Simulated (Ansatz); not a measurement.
**Zr2+ (doublet): from Hartree-Fock to the top rungs, def2-QZVPP**

An exercise on one series of results from a longer session: the logs are not shown, and one member is left open.

Program: Ansatz 0.2.0, Gaussian basis. Level of theory: def2-QZVPP, core rule «outside noble gas», up to 8 orbitals frozen. These are calculated values, not measurements.

To be run: UHF; ROHF; CCSD(T) on UHF.

2 further runs of the same task are left out: 2 set aside as unsound or not needed.

## The system

The geometry is a PBE0/def2-TZVP stationary point (not a proven minimum) of the parent state, kept for this charge and spin. No spin-orbit coupling is included. Elements past krypton take def2 core potentials.

2 atoms, charge 1, spin multiplicity 2.

Atoms are counted from 1 here; the program's logs count them from 0.

Bond lengths: Zr1–Zr2 2.267 Å.

Set-up of the first run:

The input, in.yaml:

```yaml
crystal:
  periodic: [false, false, false]
  atoms:
    - {symbol: Zr, position_ang: [0.000000, 0.000000, 0.000000]}
    - {symbol: Zr, position_ang: [0.000000, 0.000000, 2.267200]}
basis:
  gaussian: {orbitals: "def2-QZVPP.json"}
total_charge: 1
magnetization: {spin_polarized: true, initial_magnetization: 1}
hamiltonian: {xc: hf}
output: {orbitals: {seedname: orbitals}}
```

On the command line:

```sh
$ ansatz run in.yaml --threads 1 --pin off --events-out ev --progress --plain --max-ram 4096MiB --backend cpu
```

Steps of the session up to this table: UHF; ROHF; CCSD(T) on UHF.

One of the session's tables, all rows but one given; the rest of the session is left out.

It belongs to the step «Misses and costs». 

```
  method  from UCCSD(T) (kcal/mol)
    ROHF                   +145.72
     UHF                   +140.24
    UMP2                    +33.58
   UCCSD                         ?
UCCSD(T)                         0
```

**Question.** Estimate the row for UCCSD.

As computed: from UCCSD(T) (kcal/mol): +13.47. In the column «from UCCSD(T) (kcal/mol)» it lies between UCCSD(T) (0) and UMP2 (+33.58).

To keep in mind: The determinant is far from a pure spin state, so its energy mixes those of several spin states (harmless only where they are near-degenerate, as at dissociation).
